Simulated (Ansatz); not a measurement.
# C4H10Si: the cost of one run

Computed with Ansatz 0.2.0 (the levels named in each step, unless a step's input says otherwise).

## Step 1: Starting point

Bond lengths (14 of 15 bonds, heavy atoms first): Si1–C2 1.898 Å, C2–C3 1.542 Å, C3–C4 1.534 Å, C2–C5 1.541 Å, C4–C5 1.533 Å, Si1–H6 1.463 Å, Si1–H7 1.465 Å, Si1–H8 1.466 Å, C2–H9 1.092 Å, C3–H10 1.089 Å, C3–H11 1.090 Å, C4–H12 1.089 Å, C4–H13 1.089 Å, C5–H14 1.090 Å. Angles (14 of 30 angles, heavy atoms first): Si1–C2–C3 114.5°, Si1–C2–C5 114.7°, C3–C2–C5 89.0°, C2–C3–C4 89.2°, C3–C4–C5 89.6°, C2–C5–C4 89.4°, Si1–C2–H9 110.3°, C3–C2–H9 113.4°, C5–C2–H9 113.4°, C2–Si1–H6 109.0°, C2–Si1–H7 109.5°, C2–Si1–H8 108.8°, C2–C3–H10 116.5°, C2–C3–H11 113.0°.

Structure file:

```xyz
15

Si    1.5934    0.4783    0.2978
C     0.0532   -0.0462   -0.6789
C    -1.2226    0.7518   -0.3406
C    -1.7395   -0.4520    0.4580
C    -0.6372   -1.3211   -0.1575
H     2.0085    1.8092   -0.1454
H     1.2759    0.5204    1.7272
H     2.6602   -0.4984    0.0585
H     0.2747   -0.0786   -1.7480
H    -1.0842    1.6738    0.2227
H    -1.8324    0.9707   -1.2167
H    -1.6199   -0.3227    1.5322
H    -2.7642   -0.7583    0.2531
H    -1.0036   -1.9638   -0.9574
H    -0.0661   -1.9311    0.5413
```

## Step 2: A rough first relaxation, PBE-D4/def2-SVP

This run stands in another session on the same molecule. It ended at:

```xyz
15

Si    1.5816    0.4743    0.3019
C     0.0579   -0.0452   -0.6989
C    -1.2434    0.7540   -0.3643
C    -1.7285   -0.4446    0.4929
C    -0.6520   -1.3373   -0.1785
H     2.0485    1.8476   -0.1075
H     1.2416    0.5095    1.7708
H     2.7123   -0.5020    0.1024
H     0.3411   -0.0606   -1.7730
H    -1.1359    1.7339    0.1469
H    -1.8713    0.9110   -1.2650
H    -1.5309   -0.2928    1.5732
H    -2.7864   -0.7541    0.3766
H    -1.0642   -1.9424   -1.0115
H    -0.0743   -2.0195    0.4803
```

## Step 3: Relaxation, PBE0-D4/def2-TZVP

This run stands in another session on the same molecule. It ended at:

```xyz
15

Si    1.5442    0.4652    0.3169
C     0.0605   -0.0452   -0.7047
C    -1.2364    0.7426   -0.3796
C    -1.6885   -0.4320    0.5066
C    -0.6514   -1.3267   -0.1957
H     2.0110    1.8245   -0.0731
H     1.1863    0.4928    1.7631
H     2.6670   -0.4958    0.1335
H     0.3519   -0.0565   -1.7589
H    -1.1406    1.7229    0.0934
H    -1.8672    0.8524   -1.2649
H    -1.4319   -0.2663    1.5545
H    -2.7353   -0.7330    0.4502
H    -1.0914   -1.8913   -1.0211
H    -0.0820   -2.0217    0.4262
```

## Step 4: Relaxation, PBE0-D4/def2-SVP

This run stands in another session on the same molecule. It ended at:

```xyz
15

Si    1.5636    0.4700    0.3095
C     0.0564   -0.0456   -0.6968
C    -1.2384    0.7454   -0.3700
C    -1.7089   -0.4387    0.4953
C    -0.6520   -1.3285   -0.1856
H     2.0274    1.8345   -0.0944
H     1.2228    0.5032    1.7679
H     2.6872   -0.4990    0.1130
H     0.3469   -0.0581   -1.7608
H    -1.1394    1.7263    0.1233
H    -1.8658    0.8818   -1.2648
H    -1.4862   -0.2809    1.5617
H    -2.7622   -0.7443    0.4078
H    -1.0749   -1.9153   -1.0161
H    -0.0806   -2.0189    0.4563
```

## Step 5: Frequencies, PBE0-D4/def2-SVP

The input, input.yaml:

```yaml
crystal:
  periodic: [false, false, false]
  atoms:
    - { symbol: Si, position_ang: [1.56360286, 0.46999471, 0.30950835] }
    - { symbol: C, position_ang: [0.05641699, -0.04561319, -0.69679608] }
    - { symbol: C, position_ang: [-1.23839371, 0.74544117, -0.370014] }
    - { symbol: C, position_ang: [-1.70886201, -0.43870658, 0.49532316] }
    - { symbol: C, position_ang: [-0.65202053, -1.32853269, -0.18559649] }
    - { symbol: H, position_ang: [2.02739295, 1.83453786, -0.09438677] }
    - { symbol: H, position_ang: [1.22283129, 0.50323062, 1.76787473] }
    - { symbol: H, position_ang: [2.68723976, -0.4990375, 0.11297471] }
    - { symbol: H, position_ang: [0.34692248, -0.05808752, -1.76079536] }
    - { symbol: H, position_ang: [-1.13941397, 1.72626361, 0.12330446] }
    - { symbol: H, position_ang: [-1.86576288, 0.8818142, -1.26478774] }
    - { symbol: H, position_ang: [-1.48620438, -0.28093689, 1.56165116] }
    - { symbol: H, position_ang: [-2.76218125, -0.74429637, 0.40775608] }
    - { symbol: H, position_ang: [-1.07494847, -1.91526684, -1.01606894] }
    - { symbol: H, position_ang: [-0.08055912, -2.01885459, 0.45632274] }
basis:
  gaussian: { orbitals: def2-SVP }
hamiltonian:
  xc: pbe0
  dispersion: d4
phonons: {}
```

Started as:

```bash
$ ansatz run input.yaml --threads 4 --pin off --max-ram 10240MiB --backend cpu --events-out ev --progress --plain --runs-dir out
```

What time and memory should one allow on 4 threads of Arm Neoverse V2, shared host?

About 1.9 min, with a peak of 0.32 GiB.
